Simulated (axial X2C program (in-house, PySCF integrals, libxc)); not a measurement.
**A two-component session on InC⁺: properties at the nuclei**

Wanted for InC⁺: properties at the nuclei, at the two-component level.

Computed with an in-house X2C program for linear molecules on PySCF integrals. Level: two-component X2C with atomic mean-field terms, In dyall-cv3z, C dyall-v3z.

All values are calculated.

**1. The job**

task.json reads:

```json
{
 "zs": [
  49,
  6
 ],
 "q": 1,
 "bas": [
  "dyall-cv3z",
  "dyall-v3z"
 ],
 "r0": 2.03,
 "levels": [
  "PBE0",
  "HF",
  "r2SCAN",
  "LDA",
  "PBE50"
 ],
 "nst": 3
}
```

Keys: zs atomic numbers; q charge; bas basis sets; r0 starting distance in Å; levels methods (HF also brings MP2); nst determinants followed.

Run with:

```sh
$ python soeom.py task.json out
```

The runs that follow: Expectation values, lowest determinant; Expectation values, a higher determinant; Expectation values, a higher determinant.

Q: Predict the outcome of this session. Wanted: lowest determinant; Eeff magnitude; Ws magnitude In; A∥/gI In; qzz In; higher determinant (for each run or level that gives them).

The runs gave:

| quantity | value |
| --- | --- |
| lowest determinant | Ω = 1 (excess of +ω over −ω: ω = -1/2, ω = 3/2) |
| Eeff magnitude (GV/cm), PBE0 | 5.97 |
| Ws magnitude In (kHz), PBE0 | 3.36 |
| A∥/gI In (MHz), PBE0 | -790 |
| qzz In (a.u.), PBE0 | -0.54 |
| higher determinant | Ω = 2 (excess of +ω over −ω: ω = 1/2, ω = 3/2) |
| Eeff magnitude (GV/cm), PBE0, higher determinant | 10.3 |
| Ws magnitude In (kHz), PBE0, higher determinant | 3 |
| A∥/gI In (MHz), PBE0, higher determinant | 265 |
| qzz In (a.u.), PBE0, higher determinant | -2.81 |
| higher determinant | Ω = 1 (excess of +ω over −ω: 2 × ω = 1/2) |
| Eeff magnitude (GV/cm), PBE0, higher determinant | 11.6 |
| Ws magnitude In (kHz), PBE0, higher determinant | 6.74 |
| A∥/gI In (MHz), PBE0, higher determinant | 791 |
| qzz In (a.u.), PBE0, higher determinant | -3.04 |

In words: In the first state, the effective field runs from 4.31 to 19 GV/cm over the mean-field levels, so the levels don't agree on it. The expectation values come from single determinants, which for open shells can mix terms of unlike spin or miss the lowest Ω, so a determinant need not be a state. Eeff is the effective electric field on the electron dipole moment in this Ω state and Ws the scalar–pseudoscalar constant (defined with the proton number Z and per Ω); A∥ is the parallel hyperfine constant, which follows by multiplying with the nuclear g factor gI = μI/(I μN); qzz is the electric field gradient, eQq0 = 234.96 MHz × Q/barn × qzz. The operators were transformed with the bare-nucleus X2C matrices.
